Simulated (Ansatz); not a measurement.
**FH₃S₃Zr: one species, many methods**

The task here is to estimate one member of a computed series from the others.

Program: Ansatz 0.2.0, Gaussian basis. Level of theory: functionals in def2-TZVPP, the program's frozen cores in correlated methods. These are calculated values, not measurements.

Plan: LDA (SPW92), PBE-D4, revPBE-D4, BLYP-D4, r2SCAN-D4, B97M-V, PBE0-D4, B3LYP-D4, r2SCANh-D4, r2SCAN0-D4, HSE06-D4, BHLYP-D4, CAM-B3LYP-D4, LC-ωPBE, ωB97X-V, ωB97M-V, B2PLYP, PBE-QIDH; CCSD(T)/def2-SVP; CCSD(T)/def2-TZVPP; MP2/def2-QZVPP; extrapolation to the limit; RPA on PBE.

**The relaxed structure**

The geometry comes from an earlier relaxation with PBE0-D4 in a triple-zeta def2 set; it is a stationary point, not always the lowest conformer. Zr takes the def2 core potential; no spin-orbit term is included.

SMILES `[F][Zr]([SH])([SH])[SH]`, 8 atoms, charge 0, spin multiplicity 1.

Atoms are counted from 1 here; the program's logs count them from 0.

Bond lengths: F1–Zr2 1.893 Å, Zr2–S3 2.425 Å, Zr2–S4 2.425 Å, Zr2–S5 2.425 Å, S3–H6 1.350 Å, S4–H7 1.350 Å, S5–H8 1.350 Å. Angles: F1–Zr2–S3 111.8°, F1–Zr2–S4 111.8°, F1–Zr2–S5 111.8°, S3–Zr2–S4 107.0°, S3–Zr2–S5 107.1°, S4–Zr2–S5 107.1°, Zr2–S3–H6 90.5°, Zr2–S4–H7 90.5°, Zr2–S5–H8 90.5°.

Set-up of the first run:

in.yaml

```yaml
crystal:
  periodic: [false, false, false]
  atoms:
    - {symbol: F, position_ang: [-1.558568, 0.262657, 1.183412]}
    - {symbol: Zr, position_ang: [-0.064855, 0.010911, 0.048666]}
    - {symbol: S, position_ang: [2.027754, 0.220583, 1.255822]}
    - {symbol: S, position_ang: [-0.015061, 1.638526, -1.748142]}
    - {symbol: S, position_ang: [-0.076706, -2.185003, -0.979927]}
    - {symbol: H, position_ang: [1.505755, -0.452611, 2.302628]}
    - {symbol: H, position_ang: [-0.407332, 2.609151, -0.896378]}
    - {symbol: H, position_ang: [-1.410978, -2.104214, -1.166081]}
basis:
  gaussian: {orbitals: def2-TZVPP}
hamiltonian: {xc: lda}
output: {orbitals: {seedname: orbitals}}
```

On the command line:

```
ansatz run in.yaml --threads 4 --pin off --events-out ev --progress --plain --max-ram 10444MiB
```

Steps of the session up to this table: LDA; PBE-D4 (GGA); revPBE-D4 (GGA); BLYP-D4 (GGA); r2SCAN-D4 (meta-GGA); B97M-V (meta-GGA); PBE0-D4 (hybrid); B3LYP-D4 (hybrid); r2SCANh-D4 (hybrid); r2SCAN0-D4 (hybrid); HSE06-D4 (hybrid); BHLYP-D4 (hybrid); CAM-B3LYP-D4 (range-separated); LC-ωPBE (range-separated); ωB97X-V (range-separated); ωB97M-V (range-separated); B2PLYP (double hybrid); PBE-QIDH (double hybrid).

One table of the session follows, with a row left open; its other results are not shown here.

It belongs to the step «Orbital energies across the functionals». 

| functional | HOMO (eV) | LUMO (eV) | gap (eV) |
| --- | --- | --- | --- |
| LDA (SPW92) | -6.82 | -3.17 | 3.65 |
| PBE-D4 | -6.68 | -2.96 | 3.72 |
| revPBE-D4 | -6.62 | -2.88 | 3.74 |
| BLYP-D4 | -6.50 | -2.82 | 3.68 |
| r2SCAN-D4 | -6.97 | -2.83 | 4.14 |
| B97M-V | -7.02 | -2.77 | 4.26 |
| PBE0-D4 | ? | ? | ? |
| B3LYP-D4 | -7.60 | -2.37 | 5.23 |
| r2SCANh-D4 | -7.40 | -2.54 | 4.86 |
| r2SCAN0-D4 | -8.05 | -2.10 | 5.95 |
| HSE06-D4 | -7.46 | -2.56 | 4.90 |
| BHLYP-D4 | -8.88 | -1.23 | 7.65 |
| CAM-B3LYP-D4 | -9.12 | -1.11 | 8.01 |
| LC-ωPBE | -10.51 | -0.04 | 10.46 |
| ωB97X-V | -10.14 | -0.10 | 10.05 |
| ωB97M-V | -9.97 | -0.16 | 9.81 |

Q: Estimate the row for PBE0-D4 from the others.

As computed: HOMO (eV): -7.85; LUMO (eV): -2.19; gap (eV): 5.67. In the column «HOMO (eV)» it lies between r2SCAN0-D4 (-8.05) and B3LYP-D4 (-7.60).
